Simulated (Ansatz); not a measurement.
Working through the Heisenberg exchange couplings of MnPt, space group P4/mmm

With Ansatz's Python interface.

Input file `mnpt.cif`:
```cif
data_MnPt
_cell_length_a 2.830000
_cell_length_b 2.830000
_cell_length_c 3.660000
_cell_angle_alpha 90.00000
_cell_angle_beta 90.00000
_cell_angle_gamma 90.00000
_symmetry_space_group_name_H-M 'P 1'
_symmetry_Int_Tables_number 1
loop_
_symmetry_equiv_pos_as_xyz
'x, y, z'
loop_
_atom_site_label
_atom_site_type_symbol
_atom_site_fract_x
_atom_site_fract_y
_atom_site_fract_z
Mn1 Mn    0.000000    0.000000    0.000000
Pt2 Pt    0.500000    0.500000    0.500000
```

The cells in order, each with its output:

```python
import ansatz
from ase.io import read
import numpy as np
```

```python
atoms = read("mnpt.cif")
system = ansatz.Crystal.from_ase(atoms).moments(Mn=2.8)
```

```python
base = system.calculation()
base = base.functional("PBEsol")
base = base.basis(34 * ansatz.Ry).kpoints(12, 12, 9)
base = base.occupations("gaussian", width=0.05)
base = base.spin("collinear")
base = base.eigenstates(nscf_kmesh=(7, 7, 5))
base = base.exchange_couplings(magnetic=["Mn"])
couplings = base.run(threads=1, backend="cpu").exchange_couplings().to_plain()
for atom in couplings["atoms"]:
    print(atom["site"]["symbol"], atom["role"], "moment", round(atom["moment_mub"], 3), "muB")
shells = {}
for pair in couplings["pairs"]:
    key = (pair["site"], pair["partner"], round(float(np.linalg.norm(pair["displacement_ang"])), 2))
    shells.setdefault(key, []).append(1000 * pair["coupling_ev"])
print("site partner distance (A)  count  mean J (meV)")
for (i, j, d), values in sorted(shells.items(), key=lambda item: item[0][2])[:8]:
    print(f"{i:4d} {j:7d} {d:12.2f} {len(values):6d} {np.mean(values):13.3f}")
print("mean-field order:", couplings["mean_field_order"])
```

    Mn magnetic moment 4.024 muB
    Pt relaxed moment 0.102 muB
    site partner distance (A)  count  mean J (meV)
       0       0         2.83      4       -48.801
       0       0         3.66      2        29.357
       0       0         4.00      4        -6.004
       0       0         4.63      8        -3.203
       0       0         5.42      8        -1.856
       0       0         5.66      4        -1.501
       0       0         6.33      8        -0.007
       0       0         6.74      8         0.883
    mean-field order: {'temperature_k': 2093.407728926181, 'q_frac': [0.42857142857142855, 0.42857142857142855, 0.0]}

Absolute energies stand on the zero of these potentials, so only differences at equal settings mean something. A total without «per atom» is that of the whole cell that was run. The magnetic order follows from the starting moments and needn't be the lowest. Spin-orbit coupling, which matters for elements this heavy, is left out. The structure is a deposited one; some such entries were measured under pressure or heat, so a shift against it needn't be the functional's error alone. The couplings are those of E = -sum over i != j of J_ij e_i.e_j for unit vectors, so J > 0 favours parallel moments. Couplings oscillate with the k-mesh and hold for small turns from this magnetic state; mean-field temperatures overestimate ordering, and where the couplings favour a wavevector other than zero the state started from isn't the stable order. Hardware and time: 54 s on 1 thread of Arm Neoverse V2, with other jobs on the host, peak memory 0.96 GiB.
